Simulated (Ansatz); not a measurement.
# FeSi (FeSi): the cost of one run

Method: DFT PBEsol, scalar-relativistic, plane waves, PAW, in Ansatz 0.2.0.

The COD entry's cell or inner coordinates are ideal or old and differ from later refinements, so a difference from it is no clean test against experiment.

## (1) The structure to begin with

Symmetry: P2_13, No. 198, cubic system. The conventional cell has a = 4.551 Å, b = 4.551 Å, c = 4.551 Å, α = 90.00°, β = 90.00°, γ = 90.00°. Fe (site symmetry 3) has 7 Si at 2.32 to 2.55 Å as nearest neighbours. Si (site symmetry 3) has 7 Fe at 2.32 to 2.55 Å as nearest neighbours.

Coordinates:

```
Fe Si
1.0
     4.55070    0.00000    0.00000
     0.00000    4.55070    0.00000
     0.00000    0.00000    4.55070
Fe Si
4 4
Direct
  0.13652 0.13652 0.13652
  0.36348 0.86348 0.63652
  0.63652 0.36348 0.86348
  0.86348 0.63652 0.36348
  0.84240 0.84240 0.84240
  0.65760 0.15760 0.34240
  0.34240 0.65760 0.15760
  0.15760 0.34240 0.65760
```

Source of the structure: the Crystallography Open Database.

(A quick probe on a coarse mesh, which set the mesh and smearing, is not shown.)

## (3) Rough relaxation on the coarse mesh

File input.yaml:

```yaml
crystal:
  lattice:
    - [4.5507, 0.0, 0.0]
    - [0.0, 4.5507, 0.0]
    - [0.0, 0.0, 4.5507]
  atoms:
    - { symbol: Fe, position: [0.13652, 0.13652, 0.13652] }
    - { symbol: Fe, position: [0.36348, 0.86348, 0.63652] }
    - { symbol: Fe, position: [0.63652, 0.36348, 0.86348] }
    - { symbol: Fe, position: [0.86348, 0.63652, 0.36348] }
    - { symbol: Si, position: [0.8424, 0.8424, 0.8424] }
    - { symbol: Si, position: [0.6576, 0.1576, 0.3424] }
    - { symbol: Si, position: [0.3424, 0.6576, 0.1576] }
    - { symbol: Si, position: [0.1576, 0.3424, 0.6576] }
basis:
  ecutwfc: 420
kpoints:
  mp_grid: { grid: [4, 4, 4] }
hamiltonian:
  xc: pbesol
scf:
  occupations: { method: gaussian, width: 0.1 }
output:
  forces: true
  stress: true
  eigenvalues: true
relax:
  adjacent_minimum: "off"
  f_tol: 0.05
  max_steps: 80
  cell: { stress_tol: 0.5 }
```

Run with:

```bash
$ ansatz run input.yaml --threads 2 --pin off --max-ram 5120MiB --backend cpu --events-out ev --progress --plain --runs-dir out
```

Q: Estimate wall time and peak memory on 2 threads of Arm Neoverse V1, shared host.

About 17 s, with a peak of 0.36 GiB.
